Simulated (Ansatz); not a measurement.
# C₂H₅AlF₂O: small, medium and large basis sets

One table from this session's results is given with a row withheld; the runs are named, their logs left out.

Computed with Ansatz 0.2.0, Gaussian basis. Level: one geometry, several basis sets.

Plan: PBE0-D4/def2-SVP; ωB97M-V/def2-SVP; PBE0-D4/def2-QZVPP; ωB97M-V/def2-QZVPP; the functionals' def2-TZVPP values are taken from earlier runs.

## The relaxed structure

The geometry comes from an earlier relaxation with PBE0-D4 in a triple-zeta def2 set; it is a stationary point, not always the lowest conformer.

SMILES `[OH][Al]([F])[CH2]CF`, 11 atoms, charge 0, spin multiplicity 1.

Atoms are counted from 1 here; the program's logs count them from 0.

Bond lengths: O1–Al2 1.685 Å, O1–H7 0.955 Å, Al2–F3 1.649 Å, Al2–C4 1.942 Å, C4–C5 1.504 Å, C4–H8 1.097 Å, C4–H9 1.096 Å, C5–F6 1.391 Å, C5–H10 1.094 Å, C5–H11 1.094 Å. Angles: Al2–O1–H7 125.4°, O1–Al2–F3 120.1°, O1–Al2–C4 119.9°, F3–Al2–C4 120.1°, Al2–C4–C5 115.1°, Al2–C4–H8 107.8°, Al2–C4–H9 108.0°, C5–C4–H8 109.8°, C5–C4–H9 109.9°, H8–C4–H9 105.8°, C4–C5–F6 110.6°, C4–C5–H10 111.9°, C4–C5–H11 111.9°, F6–C5–H10 106.9°, F6–C5–H11 106.9°, H10–C5–H11 108.2°.

The first run:

in.yaml reads:

```yaml
crystal:
  periodic: [false, false, false]
  atoms:
    - {symbol: O, position_ang: [1.034269, 1.199181, -1.646276]}
    - {symbol: Al, position_ang: [0.751203, -0.390913, -1.164588]}
    - {symbol: F, position_ang: [1.346789, -1.643715, -2.057076]}
    - {symbol: C, position_ang: [-0.278689, -0.745190, 0.442900]}
    - {symbol: C, position_ang: [-0.739884, 0.478112, 1.186384]}
    - {symbol: F, position_ang: [-1.471307, 0.118731, 2.313994]}
    - {symbol: H, position_ang: [1.526749, 1.463877, -2.421087]}
    - {symbol: H, position_ang: [-1.143690, -1.356621, 0.159130]}
    - {symbol: H, position_ang: [0.329236, -1.376042, 1.102143]}
    - {symbol: H, position_ang: [0.100386, 1.086992, 1.532622]}
    - {symbol: H, position_ang: [-1.389661, 1.108587, 0.572554]}
basis:
  gaussian: {orbitals: def2-SVP}
hamiltonian: {xc: pbe0, dispersion: d4}
output: {orbitals: {seedname: orbitals}}
```

Started as:

```sh
> ansatz run in.yaml --threads 4 --pin off --events-out ev --progress --plain --max-ram 10444MiB
```

Among the steps run: PBE0-D4 in def2-SVP; ωB97M-V in def2-SVP; PBE0-D4 in def2-QZVPP; ωB97M-V in def2-QZVPP.

One table of the session follows, with a row left open; its other results are not shown here.

It belongs to the step «Functionals by basis». 

| functional | basis | HOMO (eV) |
| --- | --- | --- |
| PBE0-D4 | def2-SVP | -8.83 |
| PBE0-D4 | def2-TZVPP | -8.97 |
| PBE0-D4 | def2-QZVPP | -9.01 |
| ωB97M-V | def2-SVP | -11.10 |
| ωB97M-V | def2-TZVPP | -11.26 |
| ωB97M-V | def2-QZVPP | ? |

**Question.** Estimate the row for ωB97M-V, def2-QZVPP.

As computed: HOMO (eV): -11.30. In the column «HOMO (eV)» it is the lowest.
